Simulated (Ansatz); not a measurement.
**CH6AlBOS: basis-set convergence**

Aim: see how fast density functionals converge with the basis set for CH6AlBOS.

Program: Ansatz 0.2.0, Gaussian basis. Level of theory: one geometry, several basis sets. These are calculated values, not measurements.

Plan: PBE0-D4/def2-SVP; ωB97M-V/def2-SVP; PBE0-D4/def2-QZVPP; ωB97M-V/def2-QZVPP; the functionals' def2-TZVPP values are taken from earlier runs.

## 1. The relaxed structure

The geometry comes from an earlier relaxation with PBE0-D4 in a triple-zeta def2 set; it is a stationary point, not always the lowest conformer.

SMILES `OC[BH][AlH][SH]`, 11 atoms, charge 0, spin multiplicity 1.

Atoms are counted from 1 here; the program's logs count them from 0.

Bond lengths: O1–C2 1.485 Å, O1–H6 0.969 Å, C2–B3 1.559 Å, C2–H7 1.086 Å, C2–H8 1.088 Å, B3–Al4 2.111 Å, B3–H9 1.196 Å, Al4–S5 2.228 Å, Al4–H10 1.587 Å, S5–H11 1.345 Å. Angles: C2–O1–H6 109.2°, O1–C2–B3 67.5°, O1–C2–H7 107.7°, O1–C2–H8 111.4°, B3–C2–H7 121.5°, B3–C2–H8 123.8°, H7–C2–H8 112.3°, C2–B3–Al4 118.6°, C2–B3–H9 116.8°, Al4–B3–H9 124.3°, B3–Al4–S5 112.5°, B3–Al4–H10 135.5°, S5–Al4–H10 111.6°, Al4–S5–H11 95.9°.

As a file:

```
O    -0.89750   -0.82353    0.84786
C    -0.20153    0.36269    1.40872
B     0.75876   -0.56847    0.60870
Al    1.05455   -0.19099   -1.44722
S    -0.70572    0.79186   -2.39490
H    -1.36332   -0.56684    0.03843
H    -0.27432    0.30724    2.49039
H    -0.61364    1.28892    1.01411
H     1.34849   -1.40086    1.23340
H     2.15950   -0.57112   -2.52105
H    -1.19987    1.31401   -1.25784
```

## 2. PBE0-D4 in def2-SVP

in.yaml

```yaml
crystal:
  periodic: [false, false, false]
  atoms:
    - {symbol: O, position_ang: [-0.897495, -0.823527, 0.847857]}
    - {symbol: C, position_ang: [-0.201529, 0.362687, 1.408724]}
    - {symbol: B, position_ang: [0.758757, -0.568470, 0.608704]}
    - {symbol: Al, position_ang: [1.054546, -0.190987, -1.447220]}
    - {symbol: S, position_ang: [-0.705720, 0.791863, -2.394897]}
    - {symbol: H, position_ang: [-1.363321, -0.566843, 0.038425]}
    - {symbol: H, position_ang: [-0.274322, 0.307239, 2.490390]}
    - {symbol: H, position_ang: [-0.613641, 1.288918, 1.014110]}
    - {symbol: H, position_ang: [1.348491, -1.400863, 1.233396]}
    - {symbol: H, position_ang: [2.159499, -0.571125, -2.521052]}
    - {symbol: H, position_ang: [-1.199866, 1.314008, -1.257836]}
basis:
  gaussian: {orbitals: def2-SVP}
hamiltonian: {xc: pbe0, dispersion: d4}
output: {orbitals: {seedname: orbitals}}
```

Further steps of the session: ωB97M-V in def2-SVP; PBE0-D4 in def2-QZVPP; ωB97M-V in def2-QZVPP.

Q: Predict the results of all the runs planned. Wanted: PBE0-D4: double and triple zeta above quadruple; ωB97M-V: double and triple zeta above quadruple.

**Answer**, as computed:

| quantity | value |
| --- | --- |
| PBE0-D4: double and triple zeta above quadruple | 11.25, 0.74 eV |
| ωB97M-V: double and triple zeta above quadruple | 11.37, 0.71 eV |

What this shows: PBE0-D4 gains 10.51 eV from double to triple zeta, then 0.74 eV more. These are total energies; as a rule much of such shifts cancels in differences, which this series doesn't test.
